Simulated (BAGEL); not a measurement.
**HF/def2-SVP (density fitting with qzvpp-jkfit) run of C2H6OSi (SMILES C=C[SiH2]O)**

Aim: the energy change on altering one bond length of C2H6OSi at HF/def2-SVP (density fitting with qzvpp-jkfit), from 2 runs. 

The calculation is run with BAGEL 1.2.2.

## (1) Starting point

The species is C2H6OSi (10 atoms), meant as a singlet with charge 0. As SMILES, `C=C[SiH2]O`. The shape is that of a PBE0-D4/def2-TZVP optimisation. This is one conformer, not always the lowest.

Bond lengths: C1–C2 1.330 Å, C2–Si3 1.857 Å, Si3–O4 1.649 Å, C1–H5 1.087 Å, C1–H6 1.086 Å, C2–H7 1.090 Å, Si3–H8 1.491 Å, Si3–H9 1.484 Å, O4–H10 0.958 Å. Some angles: C1–C2–Si3 122.9°, C2–Si3–O4 111.4°, C1–C2–H7 118.3°, Si3–C2–H7 118.9°, C2–C1–H5 121.4°, C2–C1–H6 122.4°, C2–Si3–H8 108.7°, C2–Si3–H9 111.0°, O4–Si3–H8 111.1°, O4–Si3–H9 105.7°.

## (2) The energy at HF/def2-SVP (density fitting with qzvpp-jkfit)

The input, job.json:

```json
{ "bagel" : [

{
  "title" : "molecule",
  "basis" : "svp",
  "df_basis" : "qzvpp-jkfit",
  "angstrom" : true,
  "geometry" : [
    { "atom" : "C", "xyz" : [       0.469400,       1.339200,      -0.818800 ] },
    { "atom" : "C", "xyz" : [       0.221400,       0.866200,       0.399700 ] },
    { "atom" : "Si", "xyz" : [      -0.462400,      -0.834200,       0.700700 ] },
    { "atom" : "O", "xyz" : [      -0.544600,      -1.704600,      -0.697700 ] },
    { "atom" : "H", "xyz" : [       0.269300,       0.747200,      -1.707800 ] },
    { "atom" : "H", "xyz" : [       0.873500,       2.333700,      -0.985800 ] },
    { "atom" : "H", "xyz" : [       0.435100,       1.506700,       1.255300 ] },
    { "atom" : "H", "xyz" : [       0.393300,      -1.520900,       1.710800 ] },
    { "atom" : "H", "xyz" : [      -1.852500,      -0.765700,       1.214600 ] },
    { "atom" : "H", "xyz" : [       0.280700,      -2.019000,      -1.068100 ] }
  ]
},

{
  "title" : "hf",
  "charge" : 0
},

{
  "title" : "print",
  "file" : "orbitals.molden",
  "orbitals" : true
}

]}
```

On the command line:

```console
$ BAGEL_NUM_THREADS=1 BAGEL job.json > job.out
```

The log of the run:

```text
* using 1 threads per process

  ===============================================================
  ===============================================================

  *** Geometry ***

  { "atom" : "C", "xyz" : [      0.887037,      2.530721,     -1.547308 ] },
  { "atom" : "C", "xyz" : [      0.418385,      1.636881,      0.755324 ] },
  { "atom" : "Si", "xyz" : [     -0.873809,     -1.576410,      1.324131 ] },
  { "atom" : "O", "xyz" : [     -1.029145,     -3.221227,     -1.318462 ] },
  { "atom" : "H", "xyz" : [      0.508903,      1.412003,     -3.227274 ] },
  { "atom" : "H", "xyz" : [      1.650676,      4.410054,     -1.862892 ] },
  { "atom" : "H", "xyz" : [      0.822220,      2.847250,      2.372173 ] },
  { "atom" : "H", "xyz" : [      0.743229,     -2.874084,      3.232943 ] },
  { "atom" : "H", "xyz" : [     -3.500718,     -1.446963,      2.295261 ] },
  { "atom" : "H", "xyz" : [      0.530446,     -3.815357,     -2.018416 ] },

  Number of auxiliary basis functions:      463

  Since a DF basis is specified, we compute 2- and 3-index integrals:
    o Being stored without compression. Storage requirement is 0.030 GB

  Number of basis functions:       90
  Number of electrons      :       40

    * METHOD: MOLECULE                             0.24

  *** RHF ***

  === Nuclear Repulsion ===
   160.2878263698

      * DIIS with orbital gradients will be used.

  === RHF iteration (svp) ===
      0       -442.62723949          0.01843380           0.07
      1       -442.77542683          0.01077745           0.07
      2       -442.83390665          0.00159820           0.07
      3       -442.83559758          0.00051421           0.07
      4       -442.83575316          0.00006883           0.07
      5       -442.83575869          0.00002741           0.07
      6       -442.83575932          0.00001186           0.07
      7       -442.83575951          0.00000423           0.07
      8       -442.83575954          0.00000107           0.07
      9       -442.83575954          0.00000031           0.07
     10       -442.83575954          0.00000010           0.07
     11       -442.83575954          0.00000003           0.07
     12       -442.83575954          0.00000001           0.07
    * SCF iteration converged.

    * Permanent dipole moment:
           (   -0.680665,    -0.203210,     0.114536) a.u.

    * METHOD: HF                                   1.10

    * METHOD: PRINT                                0.02

  ===============================================================
```

It took 1.5 s on 1 thread of Arm Neoverse V1, shared host; peak memory 0.12 GiB.

## (3) The distorted shape

The input, job.json:

```json
{ "bagel" : [

{
  "title" : "molecule",
  "basis" : "svp",
  "df_basis" : "qzvpp-jkfit",
  "angstrom" : "true",
  "geometry" : [
    { "atom" : "C", "xyz" : [    0.886410,    1.318651,   -0.972963 ] },
    { "atom" : "C", "xyz" : [    0.638410,    0.845651,    0.245537 ] },
    { "atom" : "Si", "xyz" : [   -0.045390,   -0.854749,    0.546537 ] },
    { "atom" : "O", "xyz" : [   -0.127590,   -1.725149,   -0.851863 ] },
    { "atom" : "H", "xyz" : [    0.686310,    0.726651,   -1.861963 ] },
    { "atom" : "H", "xyz" : [    1.290510,    2.313151,   -1.139963 ] },
    { "atom" : "H", "xyz" : [    0.852110,    1.486151,    1.101137 ] },
    { "atom" : "H", "xyz" : [    0.810310,   -1.541449,    1.556637 ] },
    { "atom" : "H", "xyz" : [   -1.852500,   -0.765700,    1.214600 ] },
    { "atom" : "H", "xyz" : [    0.697710,   -2.039549,   -1.222263 ] }
  ]
},
{ "title" : "hf" },
{ "title" : "print", "file" : "orbitals.molden", "orbitals" : "true" }

]}
```

On the command line:

```console
$ BAGEL_NUM_THREADS=1 BAGEL job.json > job.out
```

The log of the run:

```text
* using 1 threads per process

  ===============================================================
  ===============================================================

  *** Geometry ***

  { "atom" : "C", "xyz" : [      1.675072,      2.491889,     -1.838634 ] },
  { "atom" : "C", "xyz" : [      1.206420,      1.598049,      0.463998 ] },
  { "atom" : "Si", "xyz" : [     -0.085775,     -1.615242,      1.032805 ] },
  { "atom" : "O", "xyz" : [     -0.241110,     -3.260059,     -1.609788 ] },
  { "atom" : "H", "xyz" : [      1.296938,      1.373171,     -3.518600 ] },
  { "atom" : "H", "xyz" : [      2.438710,      4.371222,     -2.154218 ] },
  { "atom" : "H", "xyz" : [      1.610255,      2.808418,      2.080847 ] },
  { "atom" : "H", "xyz" : [      1.531264,     -2.912916,      2.941618 ] },
  { "atom" : "H", "xyz" : [     -3.500718,     -1.446963,      2.295261 ] },
  { "atom" : "H", "xyz" : [      1.318481,     -3.854189,     -2.309742 ] },

  Number of auxiliary basis functions:      463

  Since a DF basis is specified, we compute 2- and 3-index integrals:
    o Being stored without compression. Storage requirement is 0.030 GB

  Number of basis functions:       90
  Number of electrons      :       40

    * METHOD: MOLECULE                             0.23

  *** RHF ***

  === Nuclear Repulsion ===
   158.6427541462

      * DIIS with orbital gradients will be used.

  === RHF iteration (svp) ===
      0       -442.58425450          0.01841847           0.07
      1       -442.73237151          0.01086224           0.07
      2       -442.79212053          0.00158546           0.07
      3       -442.79384829          0.00051994           0.07
      4       -442.79401106          0.00007133           0.07
      5       -442.79401726          0.00002899           0.07
      6       -442.79401801          0.00001265           0.07
      7       -442.79401825          0.00000464           0.07
      8       -442.79401827          0.00000117           0.07
      9       -442.79401828          0.00000034           0.07
     10       -442.79401828          0.00000010           0.07
     11       -442.79401828          0.00000003           0.07
     12       -442.79401828          0.00000001           0.07
     13       -442.79401828          0.00000000           0.07
    * SCF iteration converged.

    * Permanent dipole moment:
           (   -1.031743,    -0.227202,     0.272510) a.u.

    * METHOD: HF                                   1.17

    * METHOD: PRINT                                0.02

  ===============================================================
```

Run time: 1.6 s. Hardware: 1 thread of Arm Neoverse V1, shared host; peak memory 0.12 GiB.

## (4) Results

Level: HF/def2-SVP (density fitting with qzvpp-jkfit).

| quantity | value |
| --- | --- |
| first shape: total energy | -442.83576 Eh |
| first shape: dipole moment | 1.83 D |
| first shape: HOMO energy | -10.40 eV |
| first shape: LUMO energy | 3.67 eV |
| first shape: HOMO–LUMO gap | 14.07 eV |
| distorted shape: total energy | -442.79402 Eh |
| distorted shape: dipole moment | 2.77 D |
| distorted shape: HOMO energy | -10.26 eV |
| distorted shape: LUMO energy | 3.08 eV |
| distorted shape: HOMO–LUMO gap | 13.35 eV |
| energy change with the Si3–H9 bond stretched from 1.484 to 1.929 Å | 1.136 eV |

With the Si3–H9 bond stretched from 1.484 to 1.929 Å the energy rises by 1.14 eV (26 kcal/mol). The first shape isn't relaxed at this level, so the change isn't measured from a minimum.
